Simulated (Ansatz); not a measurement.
# TiGeSe4: the cost of one run

Computed with Ansatz 0.2.0 (DFT PBE, scalar-relativistic, plane waves, PAW, unless a step's input says otherwise).

**1. The structure to begin with**

The structure is cubic, space group F-43m (No. 216). Conventional cell: a = 9.056 Å, b = 9.056 Å, c = 9.056 Å, α = 90.00°, β = 90.00°, γ = 90.00°. Ti (site symmetry -43m) is surrounded by 12 Se at 3.75 Å and 4 Ge at 3.92 Å. Ge (site symmetry -43m) is surrounded by 12 Se at 3.75 Å and 4 Ti at 3.92 Å. Se (site symmetry 3m) is surrounded by 6 Se at 3.20 Å and 3 Ti at 3.75 Å and 3 Ge at 3.75 Å.

As a file:

```cif
data_structure
_symmetry_space_group_name_H-M 'P 1'
_symmetry_Int_Tables_number 1
_cell_length_a 6.4035
_cell_length_b 6.4035
_cell_length_c 6.4035
_cell_angle_alpha 60.000
_cell_angle_beta 60.000
_cell_angle_gamma 60.000
_cell_volume 185.67
loop_
_atom_site_label
_atom_site_type_symbol
_atom_site_fract_x
_atom_site_fract_y
_atom_site_fract_z
_atom_site_occupancy
Ti1 Ti 0.00000 0.00000 0.00000 1
Ge1 Ge 0.75000 0.75000 0.75000 1
Se1 Se 0.37498 0.87505 0.37498 1
Se2 Se 0.37498 0.37498 0.37498 1
Se3 Se 0.87505 0.37498 0.37498 1
Se4 Se 0.37498 0.37498 0.87505 1
```

The cell is invented: species swapped into a database cell of CeYMg4 (F-43m, No. 216), with Ge on the Ce sites, Ti on the Y sites and Se on the Mg sites. Its size is a rough estimate.

**2. A first look at the guess**

Input file input.yaml:

```yaml
crystal:
  lattice:
    - [0.0, 4.52794368, 4.52794368]
    - [4.52794368, 0.0, 4.52794368]
    - [4.52794368, 4.52794368, 0.0]
  atoms:
    - { symbol: Ti, position: [0.0, 0.0, 0.0], spin: 1.0 }
    - { symbol: Ge, position: [0.75, 0.75, 0.75] }
    - { symbol: Se, position: [0.37498367, 0.875049, 0.37498367] }
    - { symbol: Se, position: [0.37498367, 0.37498367, 0.37498367] }
    - { symbol: Se, position: [0.875049, 0.37498367, 0.37498367] }
    - { symbol: Se, position: [0.37498367, 0.37498367, 0.875049] }
basis:
  ecutwfc: 420
kpoints:
  mp_grid: { grid: [4, 4, 4] }
hamiltonian:
  xc: pbe
scf:
  occupations: { method: gaussian, width: 0.1 }
  lower_state_search: "off"
output:
  forces: true
  stress: true
  eigenvalues: true
  populations: true
magnetization:
  spin_polarized: true
```

On the command line:

```bash
> ansatz run input.yaml --threads 1 --pin off --max-ram 2560MiB --backend cpu --events-out ev --progress --plain --runs-dir out
```

**Question.** How long does this run take on 1 thread of Intel Xeon 6975P-C (Granite Rapids), shared host, and how much memory does it need?

About 15 s, with a peak of 0.52 GiB.
